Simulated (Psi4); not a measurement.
# BSiN2H5 (SMILES N[SiH]1BN1), step by step

Wanted: a structure relaxation (r2SCAN-D4/def2-SVP), then vibrational wavenumbers of BSiN2H5. 

Program for the calculation: Psi4 1.11.

## (1) The system as given

BSiN2H5 has 9 atoms, charge 0, and is taken as a singlet. As SMILES, `N[SiH]1BN1`. The coordinates come from a PBE0-D4/def2-TZVP relaxation. This is one conformer, not always the lowest. The run starts from this shape.

Bond lengths: N1–Si2 1.702 Å, Si2–B3 1.914 Å, Si2–N4 1.755 Å, B3–N4 1.389 Å, N1–H5 1.006 Å, N1–H6 1.005 Å, Si2–H7 1.482 Å, B3–H8 1.190 Å, N4–H9 1.011 Å. Some angles: N1–Si2–B3 127.2°, N1–Si2–N4 121.8°, B3–Si2–N4 44.2°, Si2–B3–N4 61.8°, Si2–N4–B3 74.0°, N1–Si2–H7 105.5°, B3–Si2–H7 127.1°, N4–Si2–H7 113.4°, Si2–N1–H5 122.6°, Si2–N1–H6 123.2°.

## (2) A geometry optimisation at r2SCAN-D4/def2-SVP (density fitting) (run 1)

Contents of calc.dat:

```
memory 1.6 GB

molecule geom {
  0 1
  N     -0.637800     1.588100     0.218200
  Si     0.258900     0.175500     0.530500
  B     -0.233900    -1.625800     0.110200
  N      0.650500    -0.971600    -0.738400
  H     -0.221300     2.503300     0.212900
  H     -1.561800     1.577300    -0.177300
  H      1.441200     0.620900     1.305200
  H     -0.741300    -2.702400     0.114400
  H      1.134000    -1.211600    -1.592900
  units angstrom
}

set {
  geom_maxiter 60
}

e_tot, wfn = opt('r2scan-d4/def2-SVP', return_wfn=True)
```

Started as:

```bash
psi4 calc.dat calc.out -n 1
```

calc.out:

```text
[...]
  Running in c1 symmetry.
[...]
  Nuclear repulsion =  149.962674332369971
[...]
  Multiplicity = 1
[...]
  Nalpha       = 19
  Nbeta        = 19
[...]
    Number of basis functions: 85
[...]
   @DF-RKS iter   1:  -426.08939709615373    8.90358e-02   1.20512e-02 DIIS/ADIIS
[...]
   @DF-RKS iter   7:  -426.58236908650605   -3.24007e-12   6.58099e-09 DIIS
[...]
    Orbital Energies [Eh]
    ---------------------
    Doubly Occupied:
       1A    -65.826967     2A    -14.164529     3A    -14.153581
       4A     -6.632065     5A     -5.211799     6A     -3.558679
       7A     -3.556311     8A     -3.554569     9A     -0.815186
      10A     -0.793361    11A     -0.537234    12A     -0.462688
      13A     -0.449317    14A     -0.392476    15A     -0.350045
      16A     -0.309235    17A     -0.273164    18A     -0.244257
      19A     -0.204379
[...]
  @DF-RKS Final Energy:  -426.58236908650605
   => Energetics <=
    Nuclear Repulsion Energy =            148.4792288412481014
    One-Electron Energy =                -880.9941758582048124
    Two-Electron Energy =                 346.5241786398742079
    DFT Exchange-Correlation Energy =     -40.5901784683761520
    Empirical Dispersion Energy =          -0.0014222410473282
    VV10 Nonlocal Energy =                  0.0000000000000000
    Total Energy =                       -426.5823690865060485
[...]
 Multipole Moments:
 ------------------------------------------------------------------------------------
     Multipole            Electronic (a.u.)      Nuclear  (a.u.)        Total (a.u.)
 ------------------------------------------------------------------------------------
 L = 1.  Multiply by 2.5417464519 to convert [e a0] to [Debye]
 Dipole X            :          0.0271175            0.0262379            0.0533554
 Dipole Y            :         -1.8750495            2.4727314            0.5976818
 Dipole Z            :          0.0738884           -0.7101643           -0.6362759
 Magnitude           :                                                    0.8745956
[...]
  -Total Gradient:
     Atom            X                  Y                   Z
    ------   -----------------  -----------------  -----------------
       1        0.000075482911    -0.000015804836    -0.000062011213
       2        0.000022269969    -0.000067336205    -0.000031811589
       3        0.000006421868    -0.000139615896    -0.000073490657
       4        0.000013590553     0.000003014916    -0.000005988772
       5        0.000003163220    -0.000063315661     0.000016830823
       6        0.000018465963    -0.000043752630     0.000058872869
       7        0.000037872256    -0.000072364804    -0.000040317035
       8        0.000002849407    -0.000032421489    -0.000027368685
       9       -0.000020507224    -0.000030530526    -0.000059577566
[...]
    Final optimized geometry and variables:
    Molecular point group: c1
    Full point group: C1
    Geometry (in Angstrom), charge = 0, multiplicity = 1:
    N           -0.714546081053     1.652878689906     0.109031413172
    SI           0.186694112390     0.225880826046     0.424500408142
    B           -0.297712126880    -1.585155743400    -0.031843701939
    N            0.595732025505    -0.931473496853    -0.874377133008
    H           -0.281336295435     2.566901064185     0.035716729549
    H           -1.651581895355     1.638055167493    -0.276840086793
    H            1.383845836711     0.666311719403     1.192776367757
    H           -0.817436253516    -2.670494926231    -0.020582993252
    H            1.086934543666    -1.178649136349    -1.733239951895
    Psi4 run time: 0:01:45.48
[...]
```

On the terminal:

```text
Optimizer: Optimization complete!
```

Wall time 1.8 min (1 thread of Intel Xeon Platinum 8488C (Sapphire Rapids), shared host); peak memory 1.2 GiB.

Step by step:

```tsv
step	energy from the first frame kept (eV)	largest force (eV/Å)
0	0.0000	0.5223
1	-0.0199	0.2459
2	-0.0213	0.1006
3	-0.0219	0.0461
4	-0.0222	0.0320
5	-0.0223	0.0154
6	-0.0224	0.0133
7	-0.0225	0.0111
8	-0.0225	0.0081
```

After the run. Bond lengths: N1–Si2 1.717 Å, Si2–B3 1.929 Å, Si2–N4 1.787 Å, B3–N4 1.391 Å, N1–H5 1.014 Å, N1–H6 1.013 Å, Si2–H7 1.489 Å, B3–H8 1.203 Å, N4–H9 1.020 Å. Some angles: N1–Si2–B3 127.2°, N1–Si2–N4 121.7°, B3–Si2–N4 43.8°, Si2–B3–N4 62.7°, Si2–N4–B3 73.6°, N1–Si2–H7 105.7°, B3–Si2–H7 127.0°, N4–Si2–H7 112.5°, Si2–N1–H5 122.6°, Si2–N1–H6 122.9°.

## (3) The harmonic vibrations at r2SCAN-D4/def2-SVP (density fitting) (run 2)

Contents of bh5n2si.inp:

```
memory 1.6 GB

molecule system {
  0 1
  N
  Si 1 1.716997
  B 2 1.929443 1 127.21893
  N 3 1.391188 2 62.67523 1 99.18774
  H 1 1.014142 2 122.55558 4 -102.1448
  H 1 1.013485 5 112.37109 2 -163.64838
  H 2 1.489094 1 105.72168 6 -170.38565
  H 3 1.203412 4 134.97486 2 178.64695
  H 4 1.019814 3 134.86864 8 -0.6867
}

set {
  reference rks
  t 700.0
  rotational_symmetry_number 1
}

freq('r2scan-d4/def2-SVP')
```

Started as:

```bash
psi4 bh5n2si.inp bh5n2si.out -n 1
```

bh5n2si.out (excerpt; [...] marks lines left out):

```text
[...]
  Running in c1 symmetry.
[...]
  Nuclear repulsion =  148.479244727903023
[...]
  Multiplicity = 1
[...]
  Nalpha       = 19
  Nbeta        = 19
[...]
    Number of basis functions: 85
[...]
   @DF-RKS iter   1:  -426.09551668866669    3.00766e-02   1.19620e-02 ADIIS/DIIS
[...]
   @DF-RKS iter  12:  -426.58236827615627   -8.01492e-12   5.99472e-09 DIIS
[...]
  @DF-RKS Final Energy:  -426.58236827615627
   => Energetics <=
    Nuclear Repulsion Energy =            148.4790923569987058
    One-Electron Energy =                -880.9931712808022439
    Two-Electron Energy =                 346.5232619313247255
    DFT Exchange-Correlation Energy =     -40.5901290377467276
    Empirical Dispersion Energy =          -0.0014222459307562
    VV10 Nonlocal Energy =                  0.0000000000000000
    Total Energy =                       -426.5823682761562736
[...]
 Multipole Moments:
[...]
  -Total Gradient:
     Atom            X                  Y                   Z
    ------   -----------------  -----------------  -----------------
       1        0.000093432979     0.000028283688     0.000044970324
       2        0.000035553495    -0.000033474745     0.000055152664
       3        0.000164375318     0.000198680101    -0.000238209711
       4        0.000418717801    -0.000061342361     0.000275790558
       5       -0.000017933292    -0.000024523542     0.000053391353
       6       -0.000046373966     0.000014241016     0.000059112368
       7        0.000043575090    -0.000028931801     0.000073303606
       8       -0.000100504203    -0.000348149633     0.000309890420
       9       -0.000364296947     0.000019517444    -0.000207240563
[...]
  ==> Harmonic Vibrational Analysis <==
[...]
  Freq [cm^-1]                 225.8279            261.8682            267.5273
[...]
  IR activ [km/mol]            12.5995             152.8644            18.6292
[...]
  Freq [cm^-1]                 332.7469            549.2658            615.1977
[...]
  IR activ [km/mol]            29.4835             29.9872             49.0092
[...]
  Freq [cm^-1]                 842.9712            861.0639            902.7409
[...]
  IR activ [km/mol]            53.5439             60.0301             17.6993
[...]
  Freq [cm^-1]                 943.8763           1053.5189           1332.0573
[...]
  Freq [cm^-1]                1532.2688           2236.7992           2644.6793
[...]
  Freq [cm^-1]                3517.5349           3591.8091           3699.3689
[...]
```

Standard output:

```text
Warning: used thermodynamics relations inappropriate for low-frequency modes: ['225.8279' '261.8682' '267.5273' '332.7469' '549.2658' '615.1977']
```

Wall time 13 min (1 thread of Intel Xeon Platinum 8488C (Sapphire Rapids), shared host); peak memory 1.2 GiB.

## (4) Summary of results

```
                                                                         quantity             value
                               run 1, r2SCAN-D4/def2-SVP: total energy at the end     -426.58237 Eh
                                         run 1, r2SCAN-D4/def2-SVP: dipole moment            2.22 D
                                           run 1, r2SCAN-D4/def2-SVP: HOMO energy          -5.56 eV
                                           run 1, r2SCAN-D4/def2-SVP: LUMO energy          -0.59 eV
                                         run 1, r2SCAN-D4/def2-SVP: HOMO–LUMO gap           4.97 eV
                                     run 1, r2SCAN-D4/def2-SVP: dispersion energy      -3.73 kJ/mol
                            run 2, r2SCAN-D4/def2-SVP: lowest harmonic wavenumber          226 cm⁻¹
                           run 2, r2SCAN-D4/def2-SVP: highest harmonic wavenumber         3699 cm⁻¹
                                     run 2, r2SCAN-D4/def2-SVP: zero-point energy      164.5 kJ/mol
run 2, r2SCAN-D4/def2-SVP: ideal-gas entropy at 700 K (symmetry number 1 as used)  96.8 cal/(mol K)
```

In words: The optimisation (run 1, r2SCAN-D4/def2-SVP) took 9 steps and changed the energy by -0.022 eV. All 21 modes (run 2, r2SCAN-D4/def2-SVP) are real, so the shape is a minimum at this level.
